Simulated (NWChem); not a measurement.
# One shape, several levels: VN2H5O2 (SMILES [NH2][V]([NH2])(=[O])[OH])

Wanted: a comparison of 4 runs (HF/STO-3G, HF/3-21G, B3LYP/6-31G*) of VN2H5O2. 

The results are computed with NWChem 7.3.0.

**1. The structure to begin with**

VN2H5O2 has 10 atoms, charge 0, and is taken as a singlet. SMILES: `[NH2][V]([NH2])(=[O])[OH]`. The coordinates come from a PBE0-D4/def2-TZVP relaxation. This is one conformer, not always the lowest.

Bond lengths: N1–V2 1.833 Å, V2–N3 1.833 Å, V2–O4 1.554 Å, V2–O5 1.781 Å, N1–H6 1.010 Å, N1–H7 1.008 Å, N3–H8 1.008 Å, N3–H9 1.010 Å, O5–H10 0.960 Å. Some angles: N1–V2–N3 112.2°, N1–V2–O4 106.6°, N1–V2–O5 108.7°, N3–V2–O4 106.6°, N3–V2–O5 108.7°, O4–V2–O5 114.1°, V2–N1–H6 123.8°, V2–N1–H7 124.2°, V2–N3–H8 124.2°, V2–N3–H9 123.8°.

**2. Energy and forces at HF/STO-3G (run 1)**

Input file h5n2o2v.nw:

```
start h5n2o2v
memory 2200 mb
charge 0

geometry units angstrom noautosym nocenter noautoz
 N    -1.374600    0.905800   -0.106700
 V     0.066000   -0.201300   -0.345600
 N     0.699600   -0.865100    1.240700
 O    -0.440700   -1.419800   -1.166700
 O     1.367500    0.719400   -1.139800
 H    -1.333400    1.780000    0.396800
 H    -2.317600    0.673900   -0.375900
 H     0.613300   -1.827700    1.526200
 H     1.088700   -0.290700    1.974200
 H     1.714400    0.474700   -2.000300
end

basis spherical bse
 N library STO-3G
 V library STO-3G
 O library STO-3G
 H library STO-3G
end

scf
 thresh 1e-08
 maxiter 80
end

task scf gradient
```

Launch:

```
$ nwchem h5n2o2v.nw > h5n2o2v.out
```

Log:

```text
[...]
  functions       =    43
[...]
  wavefunction    = RHF
[...]
         Total SCF energy =  -1191.408861546172
      One-electron energy =  -2302.486948515696
      Two-electron energy =    775.650401353581
 Nuclear repulsion energy =    335.427685615943
        Time for solution =      5.0s
[...]
                         RHF ENERGY GRADIENTS
    atom               coordinates                        gradient
                 x          y          z           x          y          z
   1 N      -2.597617   1.711714  -0.201634   -0.053868   0.037365   0.008161
   2 V       0.124722  -0.380402  -0.653089    0.014498   0.060308   0.056889
   3 N       1.322052  -1.634802   2.344583    0.020958  -0.026479   0.056819
   4 O      -0.832802  -2.683033  -2.204743   -0.048409  -0.106741  -0.065705
   5 O       2.584200   1.359469  -2.153910    0.064717   0.032450  -0.057166
   6 H      -2.519761   3.363712   0.749843    0.003969  -0.009459  -0.004154
   7 H      -4.379629   1.273486  -0.710348    0.011315  -0.002266   0.000613
   8 H       1.158969  -3.453852   2.884100   -0.001386   0.008539  -0.007617
   9 H       2.057345  -0.549343   3.730697   -0.004712  -0.002070  -0.009848
  10 H       3.239746   0.897053  -3.780019   -0.007083   0.008353   0.022008
[...]
```

Run time: 6.6 s. Hardware: 1 thread of Intel Xeon 6975P-C (Granite Rapids), shared host; peak memory 0.097 GiB.

**3. Energy and gradient at HF/3-21G (run 2)**

Input file calc.nw:

```
start calc
memory total 2200 mb
charge 0

geometry units au noautosym nocenter noautoz
  N   -2.59761753   1.71171392  -0.20163378
  V    0.12472192  -0.38040187  -0.65308935
  N    1.32205240  -1.63480207   2.34458320
  O   -0.83280230  -2.68303315  -2.20474347
  O    2.58420048   1.35946897  -2.15390984
  H   -2.51976081   3.36371250   0.74984333
  H   -4.37962927   1.27348644  -0.71034805
  H    1.15896903  -3.45385244   2.88410001
  H    2.05734483  -0.54934338   3.73069732
  H    3.23974647   0.89705299  -3.78001917
end

basis spherical bse
  N library 3-21G
  V library 3-21G
  O library 3-21G
  H library 3-21G
end

scf
  thresh 1e-08
  maxiter 80
  noprint "final vectors analysis"
end

task scf gradient
```

Launch:

```
$ nwchem calc.nw > calc.out
```

Log:

```text
[...]
  functions       =    73
[...]
  wavefunction    = RHF
[...]
         Total SCF energy =  -1198.399852779388
      One-electron energy =  -2310.566951608590
      Two-electron energy =    776.739437297281
 Nuclear repulsion energy =    335.427661531920
        Time for solution =      6.7s
[...]
                         RHF ENERGY GRADIENTS
    atom               coordinates                        gradient
                 x          y          z           x          y          z
   1 N      -2.597618   1.711714  -0.201634   -0.010193   0.010881   0.000216
   2 V       0.124722  -0.380402  -0.653089    0.006421   0.006443  -0.001555
   3 N       1.322052  -1.634802   2.344583    0.007876  -0.004456   0.011931
   4 O      -0.832802  -2.683033  -2.204743   -0.015101  -0.030582  -0.016919
   5 O       2.584200   1.359469  -2.153910    0.023282   0.020212  -0.009246
   6 H      -2.519761   3.363713   0.749843   -0.001875   0.002821   0.002560
   7 H      -4.379629   1.273486  -0.710348   -0.003764   0.000285   0.000335
   8 H       1.158969  -3.453852   2.884100   -0.000251  -0.002749   0.002633
   9 H       2.057345  -0.549343   3.730697    0.000508   0.000724   0.004134
  10 H       3.239746   0.897053  -3.780019   -0.006903  -0.003580   0.005911
[...]
```

Run time: 8.7 s. Hardware: 1 thread of Intel Xeon 6975P-C (Granite Rapids), shared host; peak memory 0.099 GiB.

Run 3 isn't shown in full; the table further down has it.

**4. Energy and gradient at B3LYP/6-31G(d) (Cartesian functions) (run 4)**

Input file h5n2o2v.nw:

```
echo
start h5n2o2v
title "H5N2O2V gradient"
memory 2200 mb
geometry units angstrom noautosym nocenter noautoz
   N     -1.374600     0.905800    -0.106700
   V      0.066000    -0.201300    -0.345600
   N      0.699600    -0.865100     1.240700
   O     -0.440700    -1.419800    -1.166700
   O      1.367500     0.719400    -1.139800
   H     -1.333400     1.780000     0.396800
   H     -2.317600     0.673900    -0.375900
   H      0.613300    -1.827700     1.526200
   H      1.088700    -0.290700     1.974200
   H      1.714400     0.474700    -2.000300
end
basis cartesian
   N library 6-31G*
   V library 6-31G*
   O library 6-31G*
   H library 6-31G*
end
dft
   xc b3lyp
   mult 1
   grid fine
   convergence energy 1e-08
   maxiter 100
   mulliken
end
task dft gradient
```

Launch:

```
$ nwchem h5n2o2v.nw > h5n2o2v.out
```

Log:

```text
[...]
          Wavefunction type:  closed shell.
          No. of atoms     :    10
          No. of electrons :    58
[...]
          Charge           :     0
          Spin multiplicity:     1
[...]
          AO basis - number of functions:   109
[...]
              XC Information
              --------------
                         B3LYP Method XC Potential
                     Hartree-Fock (Exact) Exchange  0.200
                        Slater Exchange Functional  0.800 local
                    Becke 1988 Exchange Functional  0.720 non-local
              Lee-Yang-Parr Correlation Functional  0.810
                  VWN I RPA Correlation Functional  0.190 local
[...]
 d= 0,ls=0.0,diis     1  -1206.2099422077 -1.54D+03  8.74D-02  7.74D+00     3.4
[...]
 d= 0,ls=0.0,diis    15  -1207.0420465415 -2.14D-09  3.20D-07  5.71D-10    38.2
         Total DFT energy =    -1207.042046541458
      One electron energy =    -2322.897202973295
           Coulomb energy =      858.526316105929
    Exchange-Corr. energy =      -78.098845290035
 Nuclear repulsion energy =      335.427685615943
[...]
  wavefunction    = closed shell
                         DFT ENERGY GRADIENTS
    atom               coordinates                        gradient
                 x          y          z           x          y          z
   1 N      -2.597617   1.711714  -0.201634   -0.000322  -0.000308   0.000551
   2 V       0.124722  -0.380402  -0.653089   -0.004121  -0.006693  -0.002522
   3 N       1.322052  -1.634802   2.344583   -0.000585  -0.000050   0.000420
   4 O      -0.832802  -2.683033  -2.204743    0.004257   0.010940   0.007833
   5 O       2.584200   1.359469  -2.153910   -0.000485  -0.005102  -0.006001
   6 H      -2.519761   3.363712   0.749843    0.000761  -0.004899  -0.002516
   7 H      -4.379629   1.273486  -0.710348    0.005429   0.000576   0.001107
   8 H       1.158969  -3.453852   2.884100    0.000165   0.005041  -0.002298
   9 H       2.057345  -0.549343   3.730697   -0.002320  -0.002290  -0.004546
  10 H       3.239746   0.897053  -3.780019   -0.002778   0.002785   0.007972
[...]
```

Run time: 47 s. Hardware: 1 thread of Intel Xeon 6975P-C (Granite Rapids), shared host; peak memory 0.14 GiB.

**5. All runs side by side**

```csv
run,level,iteration cap,module,energy (Eh),dipole moment (D),largest force (eV/Å),wall time
1,HF/STO-3G,80,scf,-1191.408862,1.11,6.909,6.6 s
2,HF/3-21G,80,scf,-1198.399853,1.79,1.958,8.7 s
3,B3LYP/6-31G* (spherical functions),100,dft,-1207.026584,1.75,0.474,50 s
4,B3LYP/6-31G* (Cartesian functions),100,dft,-1207.042047,1.78,0.726,47 s
```

**6. Summary of results**

```
                       quantity           value
            run 4: total energy  -1207.04205 Eh
           run 4: dipole moment          1.78 D
             run 4: HOMO energy        -6.48 eV
             run 4: LUMO energy        -1.51 eV
           run 4: HOMO–LUMO gap         4.97 eV
run 4: largest force on an atom      0.726 eV/Å
```

The dipole moment (its size) runs from 1.11 D (HF/STO-3G) to 1.79 D (HF/3-21G). In run 1 the basis is minimal, so the values are rough. All runs together took 1.9 min, the longest 50 s.
